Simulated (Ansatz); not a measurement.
# C2H7AlGeO: one species, many methods

One table from this session's results is given with a row withheld; the runs are named, their logs left out.

Method: functionals in def2-TZVPP, the program's frozen cores in correlated methods; program: Ansatz 0.2.0, Gaussian basis.

Levels to be run: LDA (SPW92), PBE-D4, revPBE-D4, BLYP-D4, r2SCAN-D4, B97M-V, PBE0-D4, B3LYP-D4, r2SCANh-D4, r2SCAN0-D4, HSE06-D4, BHLYP-D4, CAM-B3LYP-D4, LC-ωPBE, ωB97X-V, ωB97M-V, B2PLYP, PBE-QIDH; CCSD(T)/def2-SVP; CCSD(T)/def2-TZVPP; MP2/def2-QZVPP; extrapolation to the limit; RPA on PBE.

## The relaxed structure

All runs share one geometry, relaxed beforehand with PBE0-D4 in a triple-zeta def2 set.

SMILES `[CH3][GeH]1[CH2][O][AlH]1`, 12 atoms, charge 0, spin multiplicity 1.

Atoms are counted from 1 here; the program's logs count them from 0.

Bond lengths: C1–Ge2 1.962 Å, C1–H6 1.091 Å, C1–H7 1.090 Å, C1–H8 1.091 Å, Ge2–C3 2.023 Å, Ge2–Al5 2.446 Å, Ge2–H9 1.546 Å, C3–O4 1.432 Å, C3–H10 1.094 Å, C3–H11 1.095 Å, O4–Al5 1.723 Å, Al5–H12 1.585 Å. Angles: Ge2–C1–H6 110.0°, Ge2–C1–H7 110.4°, Ge2–C1–H8 110.3°, H6–C1–H7 108.9°, H6–C1–H8 108.5°, H7–C1–H8 108.7°, C1–Ge2–C3 114.7°, C1–Ge2–Al5 124.9°, C1–Ge2–H9 108.5°, C3–Ge2–Al5 68.6°, C3–Ge2–H9 112.5°, Al5–Ge2–H9 120.8°, Ge2–C3–O4 104.1°, Ge2–C3–H10 112.4°, Ge2–C3–H11 111.8°, O4–C3–H10 110.1°, O4–C3–H11 110.1°, H10–C3–H11 108.4° and more.

As a file:

```
C    -1.80680    0.56620   -0.69254
Ge   -0.06053   -0.32720   -0.67237
C     0.60097   -0.84600    1.16781
O     1.82952   -0.12521    1.31185
Al    2.06324    0.76496   -0.14488
H    -2.59610   -0.15132   -0.46241
H    -1.83195    1.36767    0.04642
H    -2.00232    0.99265   -1.67712
H    -0.11311   -1.52903   -1.64399
H     0.78336   -1.92085    1.25822
H    -0.10317   -0.54864    1.95169
H     3.31389    1.70157   -0.40859
```

The first run:

Input file in.yaml:

```yaml
crystal:
  periodic: [false, false, false]
  atoms:
    - {symbol: C, position_ang: [-1.806798, 0.566196, -0.692538]}
    - {symbol: Ge, position_ang: [-0.060526, -0.327202, -0.672375]}
    - {symbol: C, position_ang: [0.600972, -0.845998, 1.167808]}
    - {symbol: O, position_ang: [1.829520, -0.125215, 1.311855]}
    - {symbol: Al, position_ang: [2.063240, 0.764962, -0.144879]}
    - {symbol: H, position_ang: [-2.596100, -0.151319, -0.462405]}
    - {symbol: H, position_ang: [-1.831952, 1.367666, 0.046423]}
    - {symbol: H, position_ang: [-2.002323, 0.992654, -1.677122]}
    - {symbol: H, position_ang: [-0.113111, -1.529029, -1.643993]}
    - {symbol: H, position_ang: [0.783365, -1.920849, 1.258225]}
    - {symbol: H, position_ang: [-0.103174, -0.548638, 1.951694]}
    - {symbol: H, position_ang: [3.313890, 1.701570, -0.408595]}
basis:
  gaussian: {orbitals: def2-TZVPP}
hamiltonian: {xc: lda}
output: {orbitals: {seedname: orbitals}}
```

The run is started by

```console
> ansatz run in.yaml --threads 4 --pin off --events-out ev --progress --plain --max-ram 10444MiB
```

Steps of the session up to this table: LDA; PBE-D4 (GGA); revPBE-D4 (GGA); BLYP-D4 (GGA); r2SCAN-D4 (meta-GGA); B97M-V (meta-GGA); B3LYP-D4 (hybrid); r2SCANh-D4 (hybrid); r2SCAN0-D4 (hybrid); HSE06-D4 (hybrid); BHLYP-D4 (hybrid); CAM-B3LYP-D4 (range-separated); LC-ωPBE (range-separated); ωB97X-V (range-separated); ωB97M-V (range-separated); B2PLYP (double hybrid); PBE-QIDH (double hybrid).

One of the session's tables, all rows but one given; the rest of the session is left out.

It belongs to the step «Frontier levels by functional». 

```
  functional  HOMO (eV)  LUMO (eV)  gap (eV)
 LDA (SPW92)          ?          ?         ?
      PBE-D4      -5.75      -2.10      3.64
   revPBE-D4      -5.69      -2.01      3.68
     BLYP-D4      -5.61      -1.97      3.64
   r2SCAN-D4      -5.95      -1.88      4.06
      B97M-V      -6.00      -2.02      3.99
     PBE0-D4      -6.76      -1.37      5.39
    B3LYP-D4      -6.59      -1.55      5.03
  r2SCANh-D4      -6.33      -1.63      4.70
  r2SCAN0-D4      -6.89      -1.25      5.64
    HSE06-D4      -6.37      -1.74      4.63
    BHLYP-D4      -7.67      -0.60      7.07
CAM-B3LYP-D4      -8.00      -0.42      7.58
     LC-ωPBE      -9.25       0.63      9.88
     ωB97X-V      -8.94       0.51      9.45
     ωB97M-V      -8.75       0.26      9.01
```

**Question.** Estimate the row for LDA (SPW92).

**Answer.** HOMO (eV): -5.87; LUMO (eV): -2.30; gap (eV): 3.56. In the column «HOMO (eV)» it lies between r2SCAN-D4 (-5.95) and PBE-D4 (-5.75).
